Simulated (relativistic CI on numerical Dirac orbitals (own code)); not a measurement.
# Cr²⁺: resonant inelastic X-ray scattering at the L2,3 edge

Aim: the energy losses and their intensities at the absorption maxima, by the Kramers-Heisenberg formula, for 6 crystal fields.

The numbers are computed with relativistic CI on numerical Dirac orbitals (own code) version 3 (Dirac-Coulomb-Breit CI, KLI orbitals optimised for each configuration, model QED (radiative potential, 1s self-energy scaled to tabulated hydrogen-like ionisation energies), valence Slater integrals scaled by 0.8, Kramers-Heisenberg scattering through one core-hole configuration in a parametric crystal field), except any that are marked as measured or tabulated.

### Step 1. The system

- ion: Cr²⁺ (Cr III)
- nuclear charge: 24
- electrons: 22
- configurations: [Ar] 3d4 → [He] 2s2 2p5 3s2 3p6 3d5
- temperature: 300 K
- core-hole width: 0.24 eV
- field 1 (cm⁻¹): D3d, 10Dq = 13600, Dsigma = -1200, Dtau = 260
- field 2 (cm⁻¹): D3d, 10Dq = 13600, Dsigma = -860, Dtau = 260
- field 3 (cm⁻¹): D3d, 10Dq = 13600, Dsigma = -510, Dtau = 260
- field 4 (cm⁻¹): D3d, 10Dq = 13600, Dsigma = -170, Dtau = 260
- field 5 (cm⁻¹): D3d, 10Dq = 13600, Dsigma = 170, Dtau = 260
- field 6 (cm⁻¹): D3d, 10Dq = 13600, Dsigma = 510, Dtau = 260

### Step 2. Field 1: D3d, 10Dq = 13600, Dsigma = -1200, Dtau = 260

Settings, as recorded:

```ini
atom Cr  Z=24  charge=2  electrons=22
nucleus A=52  rms_radius_fm=3.6452
hamiltonian dirac-coulomb  breit=on  qed=on  c_scale=1
orbitals kli  potential=per-configuration
slater_scale 0.8
correlation none
mixing on
configurations
  [Ar] 3d4
  [He] 2s2 2p5 3s2 3p6 3d5
end
rixs L2,3 T=300 core_hole_width=0.24
crystal_field D3d 10Dq=13600 Dsigma=-1200 Dtau=260
```

Command:

```bash
$ python run_levels.py task.json out
```

One command runs all members of the session, one after another, from task.json.

### Step 3. Field 2: D3d, 10Dq = 13600, Dsigma = -860, Dtau = 260

Changes to the settings of step 2:

```diff
@@ -12,2 +12,2 @@
 rixs L2,3 T=300 core_hole_width=0.24
-crystal_field D3d 10Dq=13600 Dsigma=-1200 Dtau=260
+crystal_field D3d 10Dq=13600 Dsigma=-860 Dtau=260
```

### Step 4. Field 3: D3d, 10Dq = 13600, Dsigma = -510, Dtau = 260

Changes to the settings of step 3:

```diff
@@ -12,2 +12,2 @@
 rixs L2,3 T=300 core_hole_width=0.24
-crystal_field D3d 10Dq=13600 Dsigma=-860 Dtau=260
+crystal_field D3d 10Dq=13600 Dsigma=-510 Dtau=260
```

### Step 5. Field 4: D3d, 10Dq = 13600, Dsigma = -170, Dtau = 260

Changes to the settings of step 4:

```diff
@@ -12,2 +12,2 @@
 rixs L2,3 T=300 core_hole_width=0.24
-crystal_field D3d 10Dq=13600 Dsigma=-510 Dtau=260
+crystal_field D3d 10Dq=13600 Dsigma=-170 Dtau=260
```

### Step 6. Field 5: D3d, 10Dq = 13600, Dsigma = 170, Dtau = 260

Changes to the settings of step 5:

```diff
@@ -12,2 +12,2 @@
 rixs L2,3 T=300 core_hole_width=0.24
-crystal_field D3d 10Dq=13600 Dsigma=-170 Dtau=260
+crystal_field D3d 10Dq=13600 Dsigma=170 Dtau=260
```

### Step 7. Field 6: D3d, 10Dq = 13600, Dsigma = 510, Dtau = 260

Changes to the settings of step 6:

```diff
@@ -12,2 +12,2 @@
 rixs L2,3 T=300 core_hole_width=0.24
-crystal_field D3d 10Dq=13600 Dsigma=170 Dtau=260
+crystal_field D3d 10Dq=13600 Dsigma=510 Dtau=260
```

(Steps that only read results are left out.)

Q: Predict the outcome of this session. Wanted: incident energies, field 1; share of spin-changing ones, field 1.

**Answer**, as computed:

| field | S, thermal mean | first incident energy (eV) | lowest loss over 0.08 eV (eV) | strongest such loss there (eV) | its level |
| --- | --- | --- | --- | --- | --- |
| 1: D3d | 2.00 | 576.1 | 0.427 | 0.444 | E, S = 1.0 |
| 2: D3d | 2.00 | 576.1 | 0.466 | 0.505 | E, S = 1.0 |
| 3: D3d | 2.00 | 576.1 | 0.432 | 0.543 | E, S = 1.0 |
| 4: D3d | 2.00 | 576.1 | 0.372 | 0.580 | E, S = 1.0 |
| 5: D3d | 2.00 | 576.1 | 0.311 | 0.313 | E, S = 1.0 |
| 6: D3d | 2.00 | 576.1 | 0.251 | 0.252 | E, S = 1.0 |

| quantity | value |
| --- | --- |
| incident energies, field 1 | 576.1, 578.0, 578.9 eV |
| strongest loss over 0.08 eV, field 1 | 0.44 eV |
| share of spin-changing ones, field 1 | 87 % |

What this shows: In field 1 the strongest loss over 0.08 eV at the first resonance is 0.44 eV (E, S = 1.0). As Dsigma goes from -1200 to 510 cm⁻¹, that strongest loss goes from 0.44 to 0.25 eV. Losses that change the spin take 87 % of the listed intensity; the core hole's spin-orbit coupling allows them. Only the lowest levels kept in the record count, and labels are spin-orbit irreps. Polarisations are summed, and charge-transfer losses are outside the model.
